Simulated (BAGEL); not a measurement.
# CH6NOSi (SMILES CO[SiH2][NH]) at UHF/3-21G (density fitting with qzvpp-jkfit)

Aim: the energy change on altering one bond length of CH6NOSi at UHF/3-21G (density fitting with qzvpp-jkfit), from 2 runs. 

Program for the calculation: BAGEL 1.2.2.

1 further run of the same task is left out (set aside as unsound or not needed).

## Step 1: The structure to begin with

The species is CH6NOSi (10 atoms), meant as a doublet with charge 0. SMILES: `CO[SiH2][NH]`. Geometry: relaxed at PBE0-D4/def2-TZVP. This is one conformer, not always the lowest.

Bond lengths: C1–O2 1.408 Å, O2–Si3 1.640 Å, Si3–N4 1.736 Å, C1–H5 1.096 Å, C1–H6 1.091 Å, C1–H7 1.097 Å, Si3–H8 1.481 Å, Si3–H9 1.491 Å, N4–H10 1.020 Å. Some angles: C1–O2–Si3 124.0°, O2–Si3–N4 118.8°, O2–C1–H5 111.3°, O2–C1–H6 108.4°, O2–C1–H7 111.7°, O2–Si3–H8 105.8°, O2–Si3–H9 109.5°, N4–Si3–H8 106.1°, N4–Si3–H9 104.3°, Si3–N4–H10 118.3°.

## Step 2: A single-point energy at UHF/3-21G (density fitting with qzvpp-jkfit)

job.json reads:

```json
{ "bagel" : [

{
  "title" : "molecule",
  "basis" : "3-21g",
  "df_basis" : "qzvpp-jkfit",
  "angstrom" : true,
  "geometry" : [
    { "atom" : "C", "xyz" : [   -0.526500,    1.373700,    0.440100 ] },
    { "atom" : "O", "xyz" : [   -0.840800,    0.222100,   -0.307200 ] },
    { "atom" : "Si", "xyz" : [   -0.026700,   -1.196400,   -0.189500 ] },
    { "atom" : "N", "xyz" : [    1.557800,   -1.312600,   -0.888600 ] },
    { "atom" : "H", "xyz" : [    0.343900,    1.892900,    0.023600 ] },
    { "atom" : "H", "xyz" : [   -1.380600,    2.052000,    0.404800 ] },
    { "atom" : "H", "xyz" : [   -0.318000,    1.132100,    1.489300 ] },
    { "atom" : "H", "xyz" : [   -0.860600,   -2.199100,   -0.891300 ] },
    { "atom" : "H", "xyz" : [    0.179600,   -1.534800,    1.247500 ] },
    { "atom" : "H", "xyz" : [    1.955200,   -0.481000,   -1.325900 ] }
  ]
},
{
  "title" : "uhf",
  "charge" : 0,
  "nopen" : 1
},
{
  "title" : "print",
  "file" : "orbitals.molden",
  "orbitals" : true
}

]}
```

Started as:

```bash
$ BAGEL_NUM_THREADS=1 BAGEL job.json > job.out
```

Output:

```text
* using 1 threads per process

  ===============================================================
  ===============================================================

  *** Geometry ***

  { "atom" : "C", "xyz" : [     -0.994941,      2.595917,      0.831668 ] },
  { "atom" : "O", "xyz" : [     -1.588882,      0.419708,     -0.580524 ] },
  { "atom" : "Si", "xyz" : [     -0.050456,     -2.260868,     -0.358103 ] },
  { "atom" : "N", "xyz" : [      2.943815,     -2.480455,     -1.679211 ] },
  { "atom" : "H", "xyz" : [      0.649877,      3.577063,      0.044598 ] },
  { "atom" : "H", "xyz" : [     -2.608956,      3.877718,      0.764961 ] },
  { "atom" : "H", "xyz" : [     -0.600933,      2.139359,      2.814369 ] },
  { "atom" : "H", "xyz" : [     -1.626298,     -4.155697,     -1.684313 ] },
  { "atom" : "H", "xyz" : [      0.339395,     -2.900352,      2.357433 ] },
  { "atom" : "H", "xyz" : [      3.694793,     -0.908958,     -2.505588 ] },

  Number of auxiliary basis functions:      465

  Since a DF basis is specified, we compute 2- and 3-index integrals:
    o Being stored without compression. Storage requirement is 0.010 GB

  Number of basis functions:       52
  Number of electrons      :       41

    * METHOD: MOLECULE                             0.16

  *** Open-shell HF ***

  === Nuclear Repulsion ===
   171.2720416831

      * DIIS with orbital gradients will be used.

  === UHF iteration (3-21g) ===
      0       -456.90262155          0.05325167           0.07
      1       -457.06007002          0.02991221           0.07
      2       -457.10509383          0.01616200           0.07
      3       -457.11889613          0.00207755           0.07
      4       -457.11998867          0.00088557           0.07
      5       -457.12018900          0.00016786           0.07
      6       -457.12024100          0.00005707           0.07
      7       -457.12025743          0.00003708           0.07
      8       -457.12026295          0.00003034           0.07
      9       -457.12026593          0.00002359           0.07
     10       -457.12026580          0.00001779           0.07
     11       -457.12026638          0.00001335           0.07
     12       -457.12026722          0.00000837           0.07
     13       -457.12026766          0.00000301           0.07
     14       -457.12026765          0.00000149           0.07
     15       -457.12026767          0.00000097           0.07
     16       -457.12026768          0.00000048           0.07
     17       -457.12026768          0.00000032           0.07
     18       -457.12026768          0.00000027           0.07
     19       -457.12026768          0.00000021           0.07
     20       -457.12026768          0.00000016           0.07
     21       -457.12026768          0.00000009           0.07
     22       -457.12026768          0.00000004           0.07
     23       -457.12026768          0.00000001           0.07
     24       -457.12026768          0.00000001           0.07
    * SCF iteration converged.

    * S^2 (UHF) is 0.7579

    * Permanent dipole moment:
           (   -0.177872,    -1.000805,    -0.323011) a.u.

    * METHOD: UHF                                  1.94

    * METHOD: PRINT                                0.00

  ===============================================================
```

Run time: 2.3 s. Hardware: 1 thread of Arm Neoverse V2, shared host.

## Step 3: The distorted shape at the same level

input.json reads:

```json
{ "bagel" : [

{
  "title" : "molecule",
  "basis" : "3-21g",
  "df_basis" : "qzvpp-jkfit",
  "angstrom" : true,
  "geometry" : [
    { "atom" : "C", "xyz" : [       0.140634,       2.175877,       1.001552 ] },
    { "atom" : "O", "xyz" : [      -0.173666,       1.024277,       0.254252 ] },
    { "atom" : "Si", "xyz" : [       0.640434,      -0.394223,       0.371952 ] },
    { "atom" : "N", "xyz" : [       2.224934,      -0.510423,      -0.327148 ] },
    { "atom" : "H", "xyz" : [       1.011034,       2.695077,       0.585052 ] },
    { "atom" : "H", "xyz" : [      -0.713466,       2.854177,       0.966252 ] },
    { "atom" : "H", "xyz" : [       0.349134,       1.934277,       2.050752 ] },
    { "atom" : "H", "xyz" : [      -0.860600,      -2.199100,      -0.891300 ] },
    { "atom" : "H", "xyz" : [       0.846734,      -0.732623,       1.808952 ] },
    { "atom" : "H", "xyz" : [       2.622334,       0.321177,      -0.764448 ] }
  ]
},

{ "title" : "uhf", "nopen" : 1 },

{ "title" : "print", "file" : "orbitals.molden", "orbitals" : true }

]}
```

Started as:

```bash
$ BAGEL_NUM_THREADS=1 BAGEL input.json > input.out
```

Output:

```text
* using 1 threads per process

  ===============================================================
  ===============================================================

  *** Geometry ***

  { "atom" : "C", "xyz" : [      0.265760,      4.111812,      1.892659 ] },
  { "atom" : "O", "xyz" : [     -0.328181,      1.935603,      0.480467 ] },
  { "atom" : "Si", "xyz" : [      1.210245,     -0.744974,      0.702887 ] },
  { "atom" : "N", "xyz" : [      4.204516,     -0.964560,     -0.618220 ] },
  { "atom" : "H", "xyz" : [      1.910577,      5.092957,      1.105588 ] },
  { "atom" : "H", "xyz" : [     -1.348255,      5.393613,      1.825952 ] },
  { "atom" : "H", "xyz" : [      0.659768,      3.655254,      3.875360 ] },
  { "atom" : "H", "xyz" : [     -1.626298,     -4.155697,     -1.684313 ] },
  { "atom" : "H", "xyz" : [      1.600095,     -1.384457,      3.418424 ] },
  { "atom" : "H", "xyz" : [      4.955493,      0.606937,     -1.444597 ] },

  Number of auxiliary basis functions:      465

  Since a DF basis is specified, we compute 2- and 3-index integrals:
    o Being stored without compression. Storage requirement is 0.010 GB

  Number of basis functions:       52
  Number of electrons      :       41

    * METHOD: MOLECULE                             0.17

  *** Open-shell HF ***

  === Nuclear Repulsion ===
   167.8158198196

      * DIIS with orbital gradients will be used.

  === UHF iteration (3-21g) ===
      0       -456.65882030          0.06503830           0.07
      1       -456.69766323          0.06618519           0.07
      2       -456.73450539          0.06548486           0.07
      3       -456.97079698          0.00409229           0.07
      4       -456.98187829          0.00216243           0.07
      5       -456.99209934          0.00193676           0.07
      6       -456.99968627          0.00190584           0.07
      7       -457.00401951          0.00190718           0.07
      8       -457.02093647          0.00077944           0.07
      9       -457.02174214          0.00048258           0.07
[... 18 lines of this table left out ...]
     28       -457.02211237          0.00000004           0.07
     29       -457.02211237          0.00000003           0.07
     30       -457.02211237          0.00000001           0.07
     31       -457.02211237          0.00000001           0.07
    * SCF iteration converged.

    * S^2 (UHF) is 1.3981

    * Permanent dipole moment:
           (   -0.074470,    -0.949052,    -0.383321) a.u.

    * METHOD: UHF                                  2.49

    * METHOD: PRINT                                0.00

  ===============================================================
```

It took 2.8 s on 1 thread of Arm Neoverse V2, shared host.

## Step 4: Outcome

Level: UHF/3-21G (density fitting with qzvpp-jkfit).

```
                                                          quantity          value
                                         first shape: total energy  -457.12027 Eh
                                        first shape: dipole moment         2.71 D
                                                 first shape: ⟨S²⟩          0.758
                                     distorted shape: total energy  -457.02211 Eh
                                    distorted shape: dipole moment         2.61 D
                                             distorted shape: ⟨S²⟩          1.398
energy change with the Si3–H8 bond stretched from 1.481 to 2.666 Å       2.671 eV
```

What this shows: With the Si3–H8 bond stretched from 1.481 to 2.666 Å the energy rises by 2.67 eV (258 kJ/mol). The first shape isn't relaxed at this level, so the change isn't measured from a minimum. ⟨S²⟩ (distorted shape) is 1.40 where a pure doublet has 0.75: the reference is spin-contaminated.
